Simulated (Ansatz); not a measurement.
# TiTe: the cost of one run

Method: DFT r²SCAN+U (U = 2.5 eV, J = 0.5 eV on Ti d), plane waves, PAW, in Ansatz 0.2.0.

## 1. The starting structure

It takes space group Pm-3m (No. 221, cubic). Conventional cell: a = 3.631 Å, b = 3.631 Å, c = 3.631 Å, α = 90.00°, β = 90.00°, γ = 90.00°. Ti (site symmetry m-3m) has 8 Te at 3.14 Å as nearest neighbours. Around Te (site symmetry m-3m) lie 8 Ti at 3.14 Å.

As a file:

```cif
data_structure
_symmetry_space_group_name_H-M 'P 1'
_symmetry_Int_Tables_number 1
_cell_length_a 5.1351
_cell_length_b 5.1351
_cell_length_c 7.2622
_cell_angle_alpha 45.000
_cell_angle_beta 45.000
_cell_angle_gamma 60.000
_cell_volume 95.75
loop_
_atom_site_label
_atom_site_type_symbol
_atom_site_fract_x
_atom_site_fract_y
_atom_site_fract_z
_atom_site_occupancy
Ti1 Ti 0.00000 0.00000 0.00000 1
Te1 Te 0.50000 0.50000 0.75000 1
Ti2 Ti 0.00000 0.00000 0.50000 1
Te2 Te 0.50000 0.50000 0.25000 1
```

Magnetic order typed: antiferromagnetic, doubled cell 1/2 1/2 1/2.

An earlier series on this cell reached its lowest free state from «from atoms, default search», perhaps among other starts.

## 2. Random orbitals: single harmonics, second filling

The input, input.yaml:

```yaml
crystal:
  lattice:
    - [3.63109312, 0.0, 3.63109312]
    - [0.0, 3.63109312, 3.63109312]
    - [0.0, 0.0, 7.26218624]
  atoms:
    - { symbol: Ti, position: [0.0, 0.0, 0.0], spin: 0.3 }
    - { symbol: Te, position: [0.5, 0.5, 0.75] }
    - { symbol: Ti, position: [0.0, 0.0, 0.5], spin: -0.3 }
    - { symbol: Te, position: [0.5, 0.5, 0.25] }
basis:
  ecutwfc: 500
  ecutrho_ratio: 4
kpoints:
  mp_grid: { grid: [5, 5, 5] }
hamiltonian:
  xc: r2scan
  hubbard:
    sites:
      - { site: 0, l: d, u: 2.5, j: 0.5, starting_ns: [{ spin: up, occupation_matrix: s0up }, { spin: down, occupation_matrix: s0down }] }
      - { site: 2, l: d, u: 2.5, j: 0.5, starting_ns: [{ spin: up, occupation_matrix: s2up }, { spin: down, occupation_matrix: s2down }] }
    occupation_matrices:
      s0up:
        matrix:
          - [0.02, 0.0, 0.0, 0.0, 0.0]
          - [0.0, 0.02, 0.0, 0.0, 0.0]
          - [0.0, 0.0, 0.97, 0.0, 0.0]
          - [0.0, 0.0, 0.0, 0.02, 0.0]
          - [0.0, 0.0, 0.0, 0.0, 0.02]
      s0down:
        matrix:
          - [0.02, 0.0, 0.0, 0.0, 0.0]
          - [0.0, 0.97, 0.0, 0.0, 0.0]
          - [0.0, 0.0, 0.02, 0.0, 0.0]
          - [0.0, 0.0, 0.0, 0.02, 0.0]
          - [0.0, 0.0, 0.0, 0.0, 0.02]
      s2up:
        matrix:
          - [0.02, 0.0, 0.0, 0.0, 0.0]
          - [0.0, 0.02, 0.0, 0.0, 0.0]
          - [0.0, 0.0, 0.97, 0.0, 0.0]
          - [0.0, 0.0, 0.0, 0.02, 0.0]
          - [0.0, 0.0, 0.0, 0.0, 0.02]
      s2down:
        matrix:
          - [0.97, 0.0, 0.0, 0.0, 0.0]
          - [0.0, 0.02, 0.0, 0.0, 0.0]
          - [0.0, 0.0, 0.02, 0.0, 0.0]
          - [0.0, 0.0, 0.0, 0.02, 0.0]
          - [0.0, 0.0, 0.0, 0.0, 0.02]
    ns_hold: { iters: 12 }
scf:
  occupations: { method: gaussian, width: 0.05 }
  lower_state_search: "off"
  max_iter: 150
output:
  forces: true
  stress: true
  eigenvalues: true
  populations: true
  hubbard: { sites: [{ site: 0, l: d }, { site: 2, l: d }] }
magnetization:
  spin_polarized: true
```

The typed matrices put 0.97 on the chosen orbitals and 0.02 on the others, and are held for 12 cycles.

Started as:

```bash
$ ansatz run input.yaml --threads 4 --pin off --max-ram 6144MiB --backend cpu --events-out ev --progress --plain --runs-dir out
```

Q: Estimate wall time and peak memory on 4 threads of Arm Neoverse N1, shared host.

About 3.4 min, with a peak of 1.2 GiB.
